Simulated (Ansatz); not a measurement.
# Si: the cost of one run

Computed with Ansatz 0.2.0 (DFT LDA, scalar-relativistic, plane waves, PAW, and further levels as typed in the inputs, unless a step's input says otherwise).

### 1 Starting point

The structure is hexagonal, space group P6_3/mmc (No. 194). Conventional cell: a = 3.830 Å, b = 3.830 Å, c = 6.330 Å, α = 90.00°, β = 90.00°, γ = 120.00°. Around Si (site symmetry 3m) lie 4 Si at 2.35 to 2.37 Å.

Coordinates:

```xyz
4
Lattice="3.8300 0.0000 0.0000 -1.9150 3.3169 0.0000 0.0000 0.0000 6.3300" Properties=species:S:1:pos:R:3 pbc="T T T"
Si    0.0000    2.2113    0.3956
Si    1.9150    1.1056    3.5606
Si    1.9150    1.1056    5.9344
Si    0.0000    2.2113    2.7694
```

### 2 Relaxing cell and atoms: Si, no spin

The input, input.yaml:

```yaml
crystal:
  lattice:
    - [3.83, 0.0, 0.0]
    - [-1.915, 3.3168772965, 0.0]
    - [0.0, 0.0, 6.33]
  atoms:
    - { symbol: Si, position: [0.3333333333, 0.6666666667, 0.0625] }
    - { symbol: Si, position: [0.6666666667, 0.3333333333, 0.5625] }
    - { symbol: Si, position: [0.6666666667, 0.3333333333, 0.9375] }
    - { symbol: Si, position: [0.3333333333, 0.6666666667, 0.4375] }
scf:
  occupations: { method: gaussian, width: 0.01 }
output:
  forces: true
  stress: true
hamiltonian:
  xc: lda
kpoints:
  mp_grid: { grid: [10, 10, 6] }
relax:
  f_tol: 0.002
  cell: { stress_tol: 0.03 }
```

The run is started by

```
$ ansatz run input.yaml --threads 8 --pin off --max-ram 12288MiB --backend cpu --events-out ev --progress --plain --runs-dir out
```

What time and memory should one allow on 8 threads of Intel Xeon Platinum 8488C (Sapphire Rapids), shared host?

About 1.6 s, with a peak of 0.48 GiB.
